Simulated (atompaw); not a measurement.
**Pseudopotential generation for Al: PAW (atompaw), PBE**

Do these settings give a usable potential? It is generated, then checked for scattering, ghosts and hardness.

The numbers are computed with atompaw 4.2.0.5 (PBE, scalar-relativistic, spin-unpolarised reference atom).

## (1) Starting point

The settings as typed:

```
element                 : aluminium (Al, Z = 13)
type                    : PAW
frozen core             : [Ne]
valence charge          : 3
reference configuration : 3s1 3p2
partial waves           : 3s (bound): rc 2.80 bohr; 3s channel at 1.2 Ry: rc 2.80 bohr; 3p (bound): rc 2.80 bohr; 3p channel at 0.25 Ry: rc 2.80 bohr; 3d channel at -0.1 Ry: rc 2.80 bohr; 3d channel at 0.4 Ry: rc 2.80 bohr
local potential         : troulliermartins scheme with l = 3 at 1 Ry, radius 2.00 bohr
core correction         : smooth core density matched at 2.60 bohr
augmentation charge     : sinc compensation charge, radius 2.30 bohr; PAW radius 2.80 bohr; waves and projectors: custom rrkj vanderbiltortho
```

The outer shells as boxes (Hund's rule for the drawing; the calculation is spin-unpolarised):

```
[Ne] core
3s [↑ ]
3p [↑ ][↑ ][  ]
```

## (2) The generation run

Al.input reads:

```
Al 13
GGA-PBE scalarrelativistic loggrid 1500 logderivrange -3 5 201
3 3 0 0 0 0
3 0 1
3 1 2
0 0 0
c
c
v
c
v
2
2.80 2.30 2.00 2.60
y
1.2
n
y
0.25
n
y
-0.1
y
0.4
n
custom rrkj vanderbiltortho sinc
3 1 troulliermartins
2.80
2.80
2.80
2.80
2.80
2.80
PWSCFOUT
UPFDX 0.0125d0 UPFXMIN -7.d0 UPFZMESH 13.d0
END
```

The run is started by

```console
$ atompaw < Al.input > Al.log
```

Before running it: what results should come out? Wanted: cutoffs for 10 and 1 mRy, occupied levels; bound ghosts; largest phase difference near zero energy, channels read; lowest eigenvalue of the overlap; share of valence orbitals outside the PAW sphere; UPF file.

**Answer**, as computed:

```
                                                quantity                  value
               cutoffs for 10 and 1 mRy, occupied levels  6 Ry or less and 8 Ry
                                            bound ghosts             none found
largest phase difference near zero energy, channels read              0.004 rad
         lowest eigenvalue of the overlap (Bessel basis)              0.470 (s)
        share of valence orbitals outside the PAW sphere       3s 33 %, 3p 58 %
                                                UPF file            not written
```

What this shows: The potential is soft on the atom at that tolerance: the looser tolerance needs 6 Ry or less. The slowest occupied level is 3p: taken alone it needs 8 Ry to come within 1 mRy, against 6 Ry or less for 3s. It is free of bound ghosts as far as tested. Near zero energy the phases of the channels with partial waves agree within 0.004 rad. The pseudo core plus compensation charge is negative at some radii, so no UPF file was written. These are tests on the free atom; a crystal test is still owed.
